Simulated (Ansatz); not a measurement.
Run this with the Ansatz DFT code, driven from Python and show what comes out.

The script, `xc_lamg.py`:
```python
"""One structure of LaMg under several functionals."""

import ansatz as az
from tabulate import tabulate

KMESH = (9, 9, 9)
SMEARING = "fermi_dirac"
SIGMA = 0.15

cell = (
    az.Lattice.of((3.965, 0.0, 0.0), (0.0, 3.965, 0.0), (0.0, 0.0, 3.965))
    .atom("La", (0.5, 0.5, 0.5))
    .atom("Mg", (0.0, 0.0, 0.0))
)

calculation = cell.calculation()
calculation = calculation.kpoints(*KMESH).occupations(SMEARING, width=SIGMA)

rows = []
for value in ["r2scan", "pbesol", "blyp", "lda"]:
    data = calculation.functional(value).run(threads=1, backend="cpu").report
    rows.append((value, data["free_energy_ev"] / len(data["lattice"]["sites"]), data["n_iterations"], data["n_kpoints"]))

print(tabulate(rows, headers=["functional", "F/atom (eV)", "iterations", "k-points"], floatfmt=".4f", tablefmt="simple"))
```

Running `python xc_lamg.py` prints:
```text
DeckWarning: basis.ecutwfc = 500 eV, auto-derived from the records' recommended cutoffs: set by La (their level for a meta-GGA)
DeckWarning: basis.ecutwfc = 420 eV, auto-derived from the records' recommended cutoffs: set by La (normal level)
functional      F/atom (eV)    iterations    k-points
------------  -------------  ------------  ----------
r2scan           -4095.7031             7          35
pbesol           -4036.7892             6          35
blyp             -4098.0232             6          35
lda              -3988.9727             6          35
```
(Warnings from the package without file and line.)

Caveats:
- BLYP can be off by several per cent in the lattices of metals, and by several GPa in the pressure at a fixed cell.
- A Fermi-Dirac width this large means warm electrons, whose thermal share enters the free energy.
- The structure is a deposited one; some such entries were measured under pressure or heat, so a shift against it needn't be the functional's error alone.
- Total energies of different functionals can't be compared; pressures, moments and gaps at this one structure can.
- Hardware and time: 10 s on 1 thread of Arm Neoverse V1, with other jobs on the host, peak memory 0.48 GiB.
